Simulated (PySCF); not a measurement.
# La(OH)3(NH3): other functionals and bases at one geometry

One table from this session's results is given with a row withheld; the runs are named, their logs left out.

Method: several levels, as the steps say, no spin–orbit coupling; program: PySCF 2.14.0.

1 further run of the same task is left out (for a known fault of the program).

### The system as given

11 atoms, charge 0, spin multiplicity 1.

Bond lengths: La1–O2 2.205 Å, La1–O4 2.206 Å, La1–O6 2.205 Å, La1–N8 2.724 Å, O2–H3 0.957 Å, O4–H5 0.957 Å, O6–H7 0.957 Å, N8–H9 1.021 Å, N8–H10 1.021 Å, N8–H11 1.021 Å. Angles: O2–La1–O4 118.3°, O2–La1–O6 118.2°, O2–La1–N8 97.9°, O4–La1–O6 118.4°, O4–La1–N8 96.9°, O6–La1–N8 97.8°, La1–O2–H3 173.4°, La1–O4–H5 172.0°, La1–O6–H7 172.9°, La1–N8–H9 112.2°, La1–N8–H10 113.0°, La1–N8–H11 112.1°, H9–N8–H10 106.4°, H9–N8–H11 106.3°, H10–N8–H11 106.4°.

Coordinates:

```xyz
11

La    0.1770   -0.2177    0.2699
O     1.2873    1.3833    1.3031
H     1.8140    1.9984    1.8129
O    -1.4926   -1.1903    1.3350
H    -2.1236   -1.6848    1.8583
O     1.2161   -1.3517   -1.3108
H     1.7363   -1.8857   -1.9107
N    -1.3424    1.3645   -1.3457
H    -1.9507    1.9878   -0.8131
H    -0.7845    1.9606   -1.9584
H    -1.9532    0.8176   -1.9540
```

Formal oxidation states: La +3. An earlier session relaxed this geometry at PBE0, La def2-SVP with ECP46, O def2-SVP, H def2-SVP, N def2-SVP (singlet, point group Cs).

At PBE0 on the finer grid: E = -315.289697 Eh, HOMO -6.82 eV, LUMO -0.50 eV, Mulliken charge on La1 +0.99 e, largest force component 0.014 eV/Å. 

Levels to run: B3LYP; BP86; PBE0, TZVP. Hardware: 2 threads of Arm Neoverse V2, shared host.

Set-up of the first run:

Contents of run.py (the lines that set the calculation):

```python
mol = gto.M(atom='''
La     0.17703    -0.21767     0.26986
O      1.28732     1.38331     1.30311
H      1.81400     1.99835     1.81289
O     -1.49258    -1.19026     1.33504
H     -2.12357    -1.68477     1.85829
O      1.21610    -1.35169    -1.31082
H      1.73627    -1.88566    -1.91073
N     -1.34242     1.36448    -1.34569
H     -1.95070     1.98782    -0.81312
H     -0.78455     1.96061    -1.95843
H     -1.95320     0.81756    -1.95397''',
    basis={'La': 'def2-SVP', 'O': 'def2-SVP', 'H': 'def2-SVP', 'N': 'def2-SVP'},
    ecp={'La': 'def2-SVP'},
    charge=0, spin=0)
mf = dft.RKS(mol, xc='B3LYP')
mf.grids.atom_grid = (75, 302)  # f atoms: unpruned, at least (60, 302)
mf = mf.density_fit()  # fitting sets: La def2-universal-JKFIT, O def2-universal-JKFIT, H def2-universal-JKFIT, N def2-universal-JKFIT
mf.conv_tol = 1e-08; mf.max_cycle = 55
mf.kernel(dm0)  # dm0: the density of the relaxed state
```

The run is started by

```bash
> OMP_NUM_THREADS=2 python run.py
```

Steps of the session up to this table: B3LYP; BP86; PBE0, TZVP.

One table of the session follows, with a row left open; its other results are not shown here.

```
              level  HOMO (eV)  gap (eV)  charge on La1 (e)  dipole (D)  largest force component (eV/Å)
PBE0 (relaxed here)      -6.82      6.32               0.99        4.37                            0.01
              B3LYP      -6.52      5.72               0.92        4.35                            0.13
               BP86          ?         ?                  ?           ?                               ?
         PBE0, TZVP      -7.16      6.56               1.45        4.35                            0.24
```

**Question.** Estimate the row for BP86.

As computed: HOMO (eV): -5.26; gap (eV): 4.26; charge on La1 (e): 0.77; dipole (D): 4.31; largest force component (eV/Å): 0.42. In the column «HOMO (eV)» it is the highest.

In one basis the HOMO–LUMO gap runs from 4.26 eV (BP86) to 6.32 eV (PBE0). The largest leftover force, 0.42 eV/Å with BP86, stands at a geometry relaxed at another level. Total energies of different levels can't be compared.
